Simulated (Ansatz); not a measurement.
# C3H5BO: single points with varied inputs

Aim: run C3H5BO under a spread of inputs, and see what each costs and gives.

The runs use Ansatz 0.2.0, Gaussian basis; the settings change from run to run.

**1. The geometry**

An earlier PBE0-D4 in a triple-zeta def2 set relaxation fixed the geometry.

SMILES `OC1BC=C1`, 10 atoms, charge 0, spin multiplicity 1.

Atoms are counted from 1 here; the program's logs count them from 0.

Bond lengths: O1–C2 1.400 Å, O1–H6 0.960 Å, C2–B3 1.597 Å, C2–C5 1.503 Å, C2–H7 1.090 Å, B3–C4 1.496 Å, B3–H8 1.192 Å, C4–C5 1.360 Å, C4–H9 1.079 Å, C5–H10 1.091 Å. Angles: C2–O1–H6 109.2°, O1–C2–B3 118.4°, O1–C2–C5 117.6°, O1–C2–H7 113.8°, B3–C2–C5 73.0°, B3–C2–H7 115.5°, C5–C2–H7 112.6°, C2–B3–C4 92.7°, C2–B3–H8 129.7°, C4–B3–H8 132.3°, B3–C4–C5 80.3°, B3–C4–H9 143.3°, C5–C4–H9 130.1°, C2–C5–C4 102.8°, C2–C5–H10 125.8°, C4–C5–H10 130.1°.

**2. wB97X/aug-cc-pVTZ**

Options: finite nuclei.

The input, in.yaml:

```yaml
crystal:
  periodic: [false, false, false]
  atoms:
    - {symbol: O, position_ang: [-0.856586, -0.859280, -1.460697]}
    - {symbol: C, position_ang: [-0.620616, -0.443499, -0.144716]}
    - {symbol: B, position_ang: [0.830546, -0.680134, 0.477878]}
    - {symbol: C, position_ang: [0.878169, 0.692294, 1.070961]}
    - {symbol: C, position_ang: [-0.002004, 0.911205, 0.057610]}
    - {symbol: H, position_ang: [-1.788531, -0.753069, -1.663106]}
    - {symbol: H, position_ang: [-1.456301, -0.627223, 0.530151]}
    - {symbol: H, position_ang: [1.686407, -1.441051, 0.148117]}
    - {symbol: H, position_ang: [1.514149, 1.384263, 1.600496]}
    - {symbol: H, position_ang: [-0.102233, 1.765396, -0.613792]}
basis:
  gaussian: {orbitals: aug-cc-pVTZ, nuclear_model: gaussian}
hamiltonian: {xc: {name: wB97X}}
output: {forces: true}
```

Command:

```
> ansatz run in.yaml --threads 2 --pin off --events-out ev --progress --plain --max-ram 4352MiB
```

The program printed (excerpt; [...] marks lines left out):

```text
Functional definition: wB97X
  name "wB97X"
  cite "Chai & Head-Gordon, J. Chem. Phys. 128, 084106 (2008) doi:10.1063/1.2834918"
  cite "Becke, J. Chem. Phys. 107, 8554 (1997) doi:10.1063/1.475007"
[...]
  # The coefficients of nought are those of the uniform gas.
[...]
      + exact_x_lr(omega)
[...]
      + integral(e_c_pw_opposite_spin*poly(b97_u_opposite, 1, cos1, cos2, cos3, cos4))
1365 factors; their error is unknown
535 factors; integrals over basis functions are off by at most 1.9e-5 eV
[...]
mean field -5914.46437435 eV, -217.3525567894 hartree, gradient 2.8e-5 eV, S^2 0.000000; 0 other end points of the search recorded, 0 dependent functions left out
[...]
reference -5914.46432309 eV, -217.3525549055 hartree; 18, 18 occupied and 327, 327 virtual orbitals, 1365 factors
Total energy: -5914.46432309 eV, -217.3525549055 hartree
Atom 0 at    -0.856586    -0.859280    -1.460697 Å, force    -0.201711    -0.028824    -0.190947 eV/Å
Atom 1 at    -0.620616    -0.443499    -0.144716 Å, force     0.005229    -0.026548     0.331269 eV/Å
Atom 2 at     0.830546    -0.680134     0.477878 Å, force     0.050091    -0.099694    -0.063855 eV/Å
Atom 3 at     0.878169     0.692294     1.070961 Å, force    -0.104246     0.094927    -0.024085 eV/Å
Atom 4 at    -0.002004     0.911205     0.057610 Å, force     0.151932     0.138063     0.001652 eV/Å
Atom 5 at    -1.788531    -0.753069    -1.663106 Å, force     0.130190    -0.022497    -0.015211 eV/Å
Atom 6 at    -1.456301    -0.627223     0.530151 Å, force     0.048271     0.014974    -0.085161 eV/Å
Atom 7 at     1.686407    -1.441051     0.148117 Å, force    -0.035441     0.020506     0.019044 eV/Å
Atom 8 at     1.514149     1.384263     1.600496 Å, force    -0.028295    -0.027987    -0.050134 eV/Å
Atom 9 at    -0.102233     1.765396    -0.613792 Å, force    -0.016019    -0.062919     0.077428 eV/Å
Dipole moment:    -0.302590     0.347553     0.115854 e Å
```

Run time: 27 s. Hardware: 2 threads of Arm Neoverse V1, shared host; peak memory 1.1 GiB.

Largest force 0.332 eV/Å, dipole 2.28 D.

**3. wB97X/def2-mTZVP**

This run has charge -1, multiplicity 2, the search for lower states set to off.

in.yaml: that of step 2 with these lines changed.

```diff
@@ -14,4 +14,6 @@
 basis:
-  gaussian: {orbitals: aug-cc-pVTZ, nuclear_model: gaussian}
+  gaussian: {orbitals: def2-mTZVP}
+total_charge: -1
+magnetization: {spin_polarized: true, initial_magnetization: 1}
 hamiltonian: {xc: {name: wB97X}}
-output: {forces: true}
+scf: {lower_state_search: off}
```

The command is unchanged.

The program printed (excerpt; [...] marks lines left out):

```text
Functional definition: wB97X
  name "wB97X"
  cite "Chai & Head-Gordon, J. Chem. Phys. 128, 084106 (2008) doi:10.1063/1.2834918"
  cite "Becke, J. Chem. Phys. 107, 8554 (1997) doi:10.1063/1.475007"
[...]
  # The coefficients of nought are those of the uniform gas.
[...]
      + exact_x_lr(omega)
[...]
      + integral(e_c_pw_opposite_spin*poly(b97_u_opposite, 1, cos1, cos2, cos3, cos4))
[...]
1098 factors; their error is unknown
299 factors; integrals over basis functions are off by at most 1.3e-5 eV
[...]
mean field -5912.45706013 eV, -217.2787893525 hartree, gradient 2.0e-6 eV, S^2 0.761455; 0 other end points of the search recorded, 0 dependent functions left out
reference -5912.45703095 eV, -217.2787882800 hartree; 19, 18 occupied and 96, 97 virtual orbitals, 1098 factors
Total energy: -5912.45703095 eV, -217.2787882800 hartree
Checks for a lower state left out: stability, starts, cluster_reference, orbital_swaps, neighbouring_geometries, increment
```

It took 7.5 s on 2 threads of Arm Neoverse V1, shared host; peak memory 0.27 GiB.

⟨S²⟩ 0.761.

**4. PBE/6-31G***

Set apart from the defaults: a grid of angular degree 23, a point charge of 1.00 e beside it.

in.yaml: that of step 3 with these lines changed.

```diff
@@ -14,6 +14,4 @@
 basis:
-  gaussian: {orbitals: def2-mTZVP}
-total_charge: -1
-magnetization: {spin_polarized: true, initial_magnetization: 1}
-hamiltonian: {xc: {name: wB97X}}
-scf: {lower_state_search: off}
+  gaussian: {orbitals: "6-31G*", final_grid: {core_spheres: 8, valence_spheres: 7, degree: 23}, point_charges: [{charge: 1.00, position_ang: [6.148, 0.354, -0.358]}]}
+hamiltonian: {xc: {name: PBE}}
+output: {forces: true}
```

Launched as before.

The program printed (excerpt; [...] marks lines left out):

```text
Functional definition: PBE
  name "PBE"
  cite "Perdew, Burke & Ernzerhof, Phys. Rev. Lett. 77, 3865 (1996) doi:10.1103/PhysRevLett.77.3865"
  parent pbe
[...]
989 factors; their error is unknown
[...]
mean field -5906.11105591 eV, -217.0455779990 hartree, gradient 2.2e-5 eV, S^2 0.000000; 0 other end points of the search recorded, 0 dependent functions left out
[...]
reference -5906.11107540 eV, -217.0455787149 hartree; 18, 18 occupied and 67, 67 virtual orbitals, 989 factors
Total energy: -5906.11107540 eV, -217.0455787149 hartree
Atom 0 at    -0.856586    -0.859280    -1.460697 Å, force     0.929304    -0.199117    -0.282032 eV/Å
Atom 1 at    -0.620616    -0.443499    -0.144716 Å, force    -0.264971    -0.172792    -0.178292 eV/Å
Atom 2 at     0.830546    -0.680134     0.477878 Å, force    -0.012117    -0.130049     0.179198 eV/Å
Atom 3 at     0.878169     0.692294     1.070961 Å, force     0.543846    -0.143397     0.585520 eV/Å
Atom 4 at    -0.002004     0.911205     0.057610 Å, force    -0.432396     0.244237    -0.310337 eV/Å
Atom 5 at    -1.788531    -0.753069    -1.663106 Å, force    -0.871908     0.076770    -0.119865 eV/Å
Atom 6 at    -1.456301    -0.627223     0.530151 Å, force    -0.261080    -0.066216     0.314179 eV/Å
Atom 7 at     1.686407    -1.441051     0.148117 Å, force     0.266804    -0.187961    -0.146638 eV/Å
Atom 8 at     1.514149     1.384263     1.600496 Å, force     0.190109     0.315629     0.251372 eV/Å
Atom 9 at    -0.102233     1.765396    -0.613792 Å, force    -0.040539     0.297454    -0.292116 eV/Å
Dipole moment:    -0.512166     0.337308     0.024374 e Å
```

It took 0.85 s on 2 threads of Arm Neoverse V1, shared host.

Largest force 0.991 eV/Å, dipole 2.95 D.

**5. wPBEh/aug-pcseg-2**

Options: atoms shaken by 0.15 Å, relativity set to scalar, the search for lower states set to full.

The input, in.yaml:

```yaml
crystal:
  periodic: [false, false, false]
  atoms:
    - {symbol: O, position_ang: [-1.037149, -1.037449, -1.420051]}
    - {symbol: C, position_ang: [-0.423212, -0.497995, -0.121117]}
    - {symbol: B, position_ang: [0.581773, -0.781835, 0.675680]}
    - {symbol: C, position_ang: [0.777965, 0.475602, 1.141643]}
    - {symbol: C, position_ang: [-0.020361, 0.829100, -0.190428]}
    - {symbol: H, position_ang: [-1.770122, -0.549219, -1.395352]}
    - {symbol: H, position_ang: [-1.397398, -0.778931, 0.430257]}
    - {symbol: H, position_ang: [1.657379, -1.558740, -0.052568]}
    - {symbol: H, position_ang: [1.421079, 1.402055, 1.759255]}
    - {symbol: H, position_ang: [-0.109244, 1.693171, -0.679802]}
basis:
  gaussian: {orbitals: aug-pcseg-2}
hamiltonian: {xc: {name: wPBEh}, pseudopotentials: {relativity: scalar}}
scf: {lower_state_search: full}
```

Same command.

The program printed (excerpt; [...] marks lines left out):

```text
Functional definition: wPBEh
  name "wPBEh"
  cite "Heyd, Scuseria & Ernzerhof, J. Chem. Phys. 118, 8207 (2003) doi:10.1063/1.1564060"
  cite "Krukau, Vydrov, Izmaylov & Scuseria, J. Chem. Phys. 125, 224106 (2006) doi:10.1063/1.2404663"
  cite "Heyd & Scuseria, J. Chem. Phys. 120, 7274 (2004) doi:10.1063/1.1668634"
  cite "Ernzerhof & Perdew, J. Chem. Phys. 109, 3313 (1998) doi:10.1063/1.476928"
  cite "Perdew, Burke & Ernzerhof, Phys. Rev. Lett. 77, 3865 (1996) doi:10.1103/PhysRevLett.77.3865"
  parent pbe
[...]
1304 factors; their error is unknown
178 factors; integrals over basis functions are off by at most 1.4e-6 eV
[...]
mean field -5906.02122560 eV, -217.0422767959 hartree, gradient 6.6e-5 eV, S^2 0.000000; 0 other end points of the search recorded, 0 dependent functions left out
reference -5906.02129140 eV, -217.0422792139 hartree; 18, 18 occupied and 327, 327 virtual orbitals, 1304 factors
Total energy: -5906.02129140 eV, -217.0422792139 hartree
Relativity: scalar
```

Wall time 10 s (2 threads of Arm Neoverse V1, shared host); peak memory 0.82 GiB.

**6. revPBE0/def2-SVPD**

Options: atoms shaken by 0.08 Å, D4 dispersion.

The input, in.yaml:

```yaml
crystal:
  periodic: [false, false, false]
  atoms:
    - {symbol: O, position_ang: [-0.735447, -0.795696, -1.546830]}
    - {symbol: C, position_ang: [-0.577396, -0.528694, -0.208982]}
    - {symbol: B, position_ang: [0.851543, -0.504986, 0.324679]}
    - {symbol: C, position_ang: [0.805290, 0.767061, 1.024423]}
    - {symbol: C, position_ang: [-0.154451, 0.932858, -0.003977]}
    - {symbol: H, position_ang: [-1.832329, -0.848704, -1.686483]}
    - {symbol: H, position_ang: [-1.479067, -0.748945, 0.494555]}
    - {symbol: H, position_ang: [1.628333, -1.523189, 0.045792]}
    - {symbol: H, position_ang: [1.531246, 1.356241, 1.693810]}
    - {symbol: H, position_ang: [-0.174736, 1.767369, -0.591092]}
basis:
  gaussian: {orbitals: def2-SVPD}
hamiltonian: {xc: {name: revPBE0}, dispersion: d4}
```

Same command.

The program printed:

```text
Functional definition: revPBE0
  name "revPBE0"
  cite "Zhang & Yang, Phys. Rev. Lett. 80, 890 (1998) doi:10.1103/PhysRevLett.80.890"
  cite "Adamo & Barone, J. Chem. Phys. 110, 6158 (1999) doi:10.1063/1.478522"
  cite "Perdew, Burke & Ernzerhof, Phys. Rev. Lett. 77, 3865 (1996) doi:10.1103/PhysRevLett.77.3865"
  parameter a = 0.25
  parameter kappa = 1.245
  parameter beta = 0.06672455060314922
  exchange = (1 - a)*pbe_x(kappa = kappa, mu = beta*pi^2/3) + a*exact_x
  correlation = pbe_c(beta = beta)
1171 factors; their error is unknown
mean field evaluation 1: about -5899.8076 eV, gradient 5.1e1 eV
mean field evaluation 2: about -5894.5580 eV, gradient 7.2e1 eV
mean field evaluation 4: about -5905.8678 eV, gradient 3.8e0 eV
mean field evaluation 8: about -5905.8764 eV, gradient 2.8e-1 eV
mean field evaluation 16: about -5905.8766 eV, gradient 8.0e-5 eV
mean field -5905.87659401 eV, -217.0369616829 hartree, gradient 8.0e-5 eV, S^2 0.000000; 0 other end points of the search recorded, 0 dependent functions left out
reference -5905.87663705 eV, -217.0369632647 hartree; 18, 18 occupied and 125, 125 virtual orbitals, 1171 factors
Total energy: -5906.30525823 eV, -217.0527148025 hartree
```

It took 2 s on 2 threads of Arm Neoverse V1, shared host.

**7. revPBE0/def2-TZVP**

Options: D3(BJ) with three-body dispersion, high accuracy, the search for lower states set to off.

The input, in.yaml:

```yaml
crystal:
  periodic: [false, false, false]
  atoms:
    - {symbol: O, position_ang: [-0.856586, -0.859280, -1.460697]}
    - {symbol: C, position_ang: [-0.620616, -0.443499, -0.144716]}
    - {symbol: B, position_ang: [0.830546, -0.680134, 0.477878]}
    - {symbol: C, position_ang: [0.878169, 0.692294, 1.070961]}
    - {symbol: C, position_ang: [-0.002004, 0.911205, 0.057610]}
    - {symbol: H, position_ang: [-1.788531, -0.753069, -1.663106]}
    - {symbol: H, position_ang: [-1.456301, -0.627223, 0.530151]}
    - {symbol: H, position_ang: [1.686407, -1.441051, 0.148117]}
    - {symbol: H, position_ang: [1.514149, 1.384263, 1.600496]}
    - {symbol: H, position_ang: [-0.102233, 1.765396, -0.613792]}
basis:
  gaussian: {orbitals: def2-TZVP}
hamiltonian: {xc: {name: revPBE0}, dispersion: d3bjatm}
accuracy: high
scf: {lower_state_search: off}
```

Launched as before.

The program printed (excerpt; [...] marks lines left out):

```text
Functional definition: revPBE0
  name "revPBE0"
  cite "Zhang & Yang, Phys. Rev. Lett. 80, 890 (1998) doi:10.1103/PhysRevLett.80.890"
  cite "Adamo & Barone, J. Chem. Phys. 110, 6158 (1999) doi:10.1063/1.478522"
  cite "Perdew, Burke & Ernzerhof, Phys. Rev. Lett. 77, 3865 (1996) doi:10.1103/PhysRevLett.77.3865"
[...]
3378 factors; integrals over basis functions are off by at most 3.8e-9 eV
[...]
mean field -5913.45651006 eV, -217.3155184599 hartree, gradient 7.2e-8 eV, S^2 0.000000; 0 other end points of the search recorded, 0 dependent functions left out
reference -5913.45651379 eV, -217.3155185970 hartree; 18, 18 occupied and 167, 167 virtual orbitals, 3378 factors
Total energy: -5913.85445081 eV, -217.3301425129 hartree
Checks for a lower state left out: stability, starts, cluster_reference, orbital_swaps, neighbouring_geometries, increment
```

Run time: 12 s. Hardware: 2 threads of Arm Neoverse V1, shared host; peak memory 0.88 GiB.

**8. PBE-QIDH/6-31++G****

Set apart from the defaults: coordinates scaled by 1.05, finite nuclei.

The input, in.yaml:

```yaml
crystal:
  periodic: [false, false, false]
  atoms:
    - {symbol: O, position_ang: [-0.899415, -0.902244, -1.533732]}
    - {symbol: C, position_ang: [-0.651647, -0.465674, -0.151952]}
    - {symbol: B, position_ang: [0.872073, -0.714141, 0.501772]}
    - {symbol: C, position_ang: [0.922077, 0.726909, 1.124509]}
    - {symbol: C, position_ang: [-0.002105, 0.956765, 0.060491]}
    - {symbol: H, position_ang: [-1.877957, -0.790723, -1.746262]}
    - {symbol: H, position_ang: [-1.529116, -0.658585, 0.556658]}
    - {symbol: H, position_ang: [1.770727, -1.513103, 0.155522]}
    - {symbol: H, position_ang: [1.589857, 1.453476, 1.680520]}
    - {symbol: H, position_ang: [-0.107345, 1.853666, -0.644482]}
basis:
  gaussian: {orbitals: "6-31++G**", nuclear_model: gaussian}
hamiltonian: {xc: {name: PBE-QIDH}}
```

Launched as before.

The program printed (excerpt; [...] marks lines left out):

```text
Functional definition: PBE-QIDH
  name "PBE-QIDH"
  cite "Brémond, Sancho-García, Pérez-Jiménez & Adamo, J. Chem. Phys. 141, 031101 (2014) doi:10.1063/1.4890314"
  cite "Perdew, Burke & Ernzerhof, Phys. Rev. Lett. 77, 3865 (1996) doi:10.1103/PhysRevLett.77.3865"
[...]
1126 factors; integrals over basis functions are off by at most 9.7e-4 eV
[...]
mean field -5897.10091116 eV, -216.7144612865 hartree, gradient 8.1e-6 eV, S^2 0.000000; 0 other end points of the search recorded, 0 dependent functions left out
5 core orbitals not correlated: weight in the atoms' cores, before any rotation towards them, 1.000 or more for the frozen orbitals, at most 0.000 for the correlated occupied ones
reference -5897.10094160 eV, -216.7144624053 hartree; 13, 13 occupied and 107, 107 virtual orbitals, 1126 factors
second order -21.20410740 eV of doubles, -0.00000000 eV of singles
Total energy: -5904.16897740 eV, -216.9742079300 hartree
```

Wall time 3.5 s (2 threads of Arm Neoverse V1, shared host).

**9. SPW92/cc-pVTZ**

The input, in.yaml:

```yaml
crystal:
  periodic: [false, false, false]
  atoms:
    - {symbol: O, position_ang: [-0.856586, -0.859280, -1.460697]}
    - {symbol: C, position_ang: [-0.620616, -0.443499, -0.144716]}
    - {symbol: B, position_ang: [0.830546, -0.680134, 0.477878]}
    - {symbol: C, position_ang: [0.878169, 0.692294, 1.070961]}
    - {symbol: C, position_ang: [-0.002004, 0.911205, 0.057610]}
    - {symbol: H, position_ang: [-1.788531, -0.753069, -1.663106]}
    - {symbol: H, position_ang: [-1.456301, -0.627223, 0.530151]}
    - {symbol: H, position_ang: [1.686407, -1.441051, 0.148117]}
    - {symbol: H, position_ang: [1.514149, 1.384263, 1.600496]}
    - {symbol: H, position_ang: [-0.102233, 1.765396, -0.613792]}
basis:
  gaussian: {orbitals: cc-pVTZ}
hamiltonian: {xc: {name: SPW92}}
```

Same command.

The program printed:

```text
Functional definition: SPW92
  name "SPW92"
  cite "Dirac, Proc. Camb. Phil. Soc. 26, 376 (1930) doi:10.1017/S0305004100016108"
  cite "Slater, Phys. Rev. 81, 385 (1951) doi:10.1103/PhysRev.81.385"
  cite "Perdew & Wang, Phys. Rev. B 45, 13244 (1992) doi:10.1103/PhysRevB.45.13244"
  exchange = slater_x
  correlation = pw_c
1171 factors; their error is unknown
mean field evaluation 1: about -5851.9233 eV, gradient 7.4e1 eV
mean field evaluation 2: about -5829.3797 eV, gradient 1.2e2 eV
mean field evaluation 4: about -5863.8157 eV, gradient 1.1e1 eV
mean field evaluation 8: about -5864.0672 eV, gradient 3.1e-1 eV
mean field evaluation 16: about -5864.0393 eV, gradient 1.7e-4 eV
mean field -5864.03934679 eV, -215.4994712057 hartree, gradient 7.1e-5 eV, S^2 0.000000; 0 other end points of the search recorded, 0 dependent functions left out
reference -5864.03938238 eV, -215.4994725137 hartree; 18, 18 occupied and 202, 202 virtual orbitals, 1171 factors
Total energy: -5864.03938238 eV, -215.4994725137 hartree
```

Wall time 1.6 s (2 threads of Arm Neoverse V1, shared host).

**10. B3LYP5/cc-pVDZ**

Options: charge +1, multiplicity 2, high accuracy.

in.yaml: that of step 9 with these lines changed.

```diff
@@ -14,3 +14,7 @@
 basis:
-  gaussian: {orbitals: cc-pVTZ}
-hamiltonian: {xc: {name: SPW92}}
+  gaussian: {orbitals: cc-pVDZ}
+total_charge: 1
+magnetization: {spin_polarized: true, initial_magnetization: 1}
+hamiltonian: {xc: {name: B3LYP5}}
+accuracy: high
+output: {forces: true}
```

Same command.

The program printed (excerpt; [...] marks lines left out):

```text
Functional definition: B3LYP5
  name "B3LYP5"
  cite "Stephens, Devlin, Chabalowski & Frisch, J. Phys. Chem. 98, 11623 (1994) doi:10.1021/j100096a001"
  cite "Becke, Phys. Rev. A 38, 3098 (1988) doi:10.1103/PhysRevA.38.3098"
  cite "Lee, Yang & Parr, Phys. Rev. B 37, 785 (1988) doi:10.1103/PhysRevB.37.785"
  cite "Vosko, Wilk & Nusair, Can. J. Phys. 58, 1200 (1980) doi:10.1139/p80-159"
[...]
2251 factors; integrals over basis functions are off by at most 3.1e-9 eV
[...]
mean field -5901.18167332 eV, -216.8644265299 hartree, gradient 4.5e-8 eV, S^2 0.755866; 2 other end points of the search recorded, 0 dependent functions left out
[...]
reference -5901.18171087 eV, -216.8644279100 hartree; 18, 17 occupied and 77, 78 virtual orbitals, 2251 factors
Total energy: -5901.18171087 eV, -216.8644279100 hartree
Atom 0 at    -0.856586    -0.859280    -1.460697 Å, force     1.314592     1.338709     1.524079 eV/Å
Atom 1 at    -0.620616    -0.443499    -0.144716 Å, force    -2.713145    -1.213622    -2.715929 eV/Å
Atom 2 at     0.830546    -0.680134     0.477878 Å, force     1.609057     0.033206     0.288007 eV/Å
Atom 3 at     0.878169     0.692294     1.070961 Å, force     0.129422     0.935336     0.016479 eV/Å
Atom 4 at    -0.002004     0.911205     0.057610 Å, force     1.365450     0.195836     0.999377 eV/Å
Atom 5 at    -1.788531    -0.753069    -1.663106 Å, force    -1.132978    -0.588106    -0.274914 eV/Å
Atom 6 at    -1.456301    -0.627223     0.530151 Å, force    -0.230646    -0.417605     0.252027 eV/Å
Atom 7 at     1.686407    -1.441051     0.148117 Å, force    -0.277274    -0.499227     0.047670 eV/Å
Atom 8 at     1.514149     1.384263     1.600496 Å, force     0.122956     0.184818     0.396326 eV/Å
Atom 9 at    -0.102233     1.765396    -0.613792 Å, force    -0.187434     0.030657    -0.533122 eV/Å
Dipole moment:    -0.311855     0.220320     0.088888 e Å
```

It took 13 s on 2 threads of Arm Neoverse V1, shared host; peak memory 0.49 GiB.

Largest force 4.026 eV/Å, ⟨S²⟩ 0.756.

**11. The runs in one table**

| level | charge | multiplicity | geometry | functions | energy (eV) | time |
| --- | --- | --- | --- | --- | --- | --- |
| wB97X/aug-cc-pVTZ | 0 | 1 | relaxed | 345 | -5914.464 | 27 s |
| wB97X/def2-mTZVP | -1 | 2 | relaxed | 115 | -5912.457 | 7.5 s |
| PBE/6-31G* | 0 | 1 | relaxed, point charge | 85 | -5906.111 | 0.85 s |
| wPBEh/aug-pcseg-2 | 0 | 1 | shaken | 345 | -5906.021 | 10 s |
| revPBE0/def2-SVPD | 0 | 1 | shaken | 143 | -5906.305 | 2 s |
| revPBE0/def2-TZVP | 0 | 1 | relaxed | 185 | -5913.854 | 12 s |
| PBE-QIDH/6-31++G** | 0 | 1 | scaled | 125 | -5904.169 | 3.5 s |
| SPW92/cc-pVTZ | 0 | 1 | relaxed | 220 | -5864.039 | 1.6 s |
| B3LYP5/cc-pVDZ | 1 | 2 | relaxed | 95 | -5901.182 | 13 s |

**12. Results**

```
                                         quantity                    value
                                             runs                        9
                                         quickest       PBE/6-31G*, 0.85 s
                                          slowest  wB97X/aug-cc-pVTZ, 27 s
spread of total energies, same state and geometry                  50.4 eV
```

In words: wB97X/aug-cc-pVTZ took 31 times as long as PBE/6-31G*. The jobs differ in tasks and options as well as level. The totals spread over 50 eV; they can't be compared across methods or bases. At the PBE0-D4/def2-TZVP geometry and in the same state, runs without warnings or point charges leave forces up to 0.33 eV/Å (wB97X/aug-cc-pVTZ).
